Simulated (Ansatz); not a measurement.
# TaCuN2: further runs on the relaxed cell

The task here is to estimate one member of a computed series from the others.

Method: DFT r2SCAN, scalar-relativistic, plane waves, PAW, in Ansatz 0.2.0.

2 further runs of the same task are left out: 2 set aside as unsound or not needed. Runs told in other sessions of the task aren't counted.

## The structure to begin with

Symmetry: R-3m, No. 166, trigonal system. The conventional cell has a = 3.139 Å, b = 3.139 Å, c = 17.388 Å, α = 90.00°, β = 90.00°, γ = 120.00°. Ta (site symmetry -3m) has 6 N at 2.10 Å in its first shell of neighbours. Cu (site symmetry -3m) is surrounded by 2 N at 1.85 Å. Around N (site symmetry 3m) lie 1 Cu at 1.85 Å and 3 Ta at 2.10 Å.

Structure file:

```
CELL_PARAMETERS angstrom
1.56959 0.90621 5.79608
-1.56959 0.90621 5.79608
0.00000 -1.81241 5.79608
ATOMIC_POSITIONS crystal
Ta 0.50000 0.50000 0.50000
Cu 0.00000 0.00000 0.00000
N 0.10611 0.10611 0.10611
N 0.89389 0.89389 0.89389
```

It is the result of an earlier relaxation at this level (volume 12.37 Å³/atom; gap on the mesh: 0.75 eV).

The first run:

The input, input.yaml:

```yaml
crystal:
  lattice:
    - [1.5537384784, 0.8970513288, 5.7375297601]
    - [-1.5537384784, 0.8970513288, 5.7375297601]
    - [0.0, -1.7941026575, 5.7375297601]
  atoms:
    - { symbol: Ta, position: [0.5, 0.5, 0.5] }
    - { symbol: Cu, position: [0.0, 0.0, 0.0] }
    - { symbol: "N", position: [0.1061129124, 0.1061129124, 0.1061129124] }
    - { symbol: "N", position: [0.8938870876, 0.8938870876, 0.8938870876] }
basis:
  ecutwfc: 500
kpoints:
  mp_grid: { grid: [12, 12, 12] }
hamiltonian:
  xc: r2scan
scf:
  occupations: { method: gaussian, width: 0.02 }
output:
  forces: true
  stress: true
  eigenvalues: true
relax:
  adjacent_minimum: "off"
  f_tol: 0.01
  max_steps: 30
  cell: { stress_tol: 0.1, fix: [volume] }
```

Started as:

```
> ansatz run input.yaml --threads 1 --pin off --max-ram 2560MiB --backend cpu --events-out ev --progress --plain --runs-dir out
```

Steps of the session up to this table: Point at V/V0 = 0.97; Point at V/V0 = 1.03; The cell scaled to 0.94 of its volume; Volume × 1.06; Point at V/V0 = 0.91; Point at V/V0 = 1.10; Volume × 0.88.

One of the session's tables, all rows but one given; the rest of the session is left out.

It belongs to the step «Energy against volume». 

| volume (Å³/atom) | energy above the lowest point (meV/atom) | pressure (GPa) | gap on the mesh (eV) |
| --- | --- | --- | --- |
| 10.882 | 149.3 | 35.83 | 0.41 |
| 11.253 | 79.5 | 24.75 | 0.51 |
| 11.624 | ? | ? | ? |
| 11.995 | 7.9 | 7.03 | 0.68 |
| 12.366 | 0.0 | -0.01 | 0.75 |
| 12.737 | 7.2 | -6.05 | 0.80 |
| 13.108 | 27.4 | -11.23 | 0.85 |
| 13.603 | 71.3 | -17.00 | 0.91 |

Estimate the missing values for volume (Å³/atom) = 11.624.

Worked estimate for «energy above the lowest point (meV/atom)». A straight line through the neighbours (11.253, 79.5) and (11.995, 7.9) gives 79.5 + (7.9 − 79.5) × (11.624 − 11.253) / (11.995 − 11.253) = 43.7; a parabola fitted to 4 rows on both sides gives 33.4.

**Answer.** energy above the lowest point (meV/atom): 33.5; pressure (GPa): 15.22; gap on the mesh (eV): 0.60. In «energy above the lowest point (meV/atom)» the line misses by +10.2 and the parabola by -0.1.
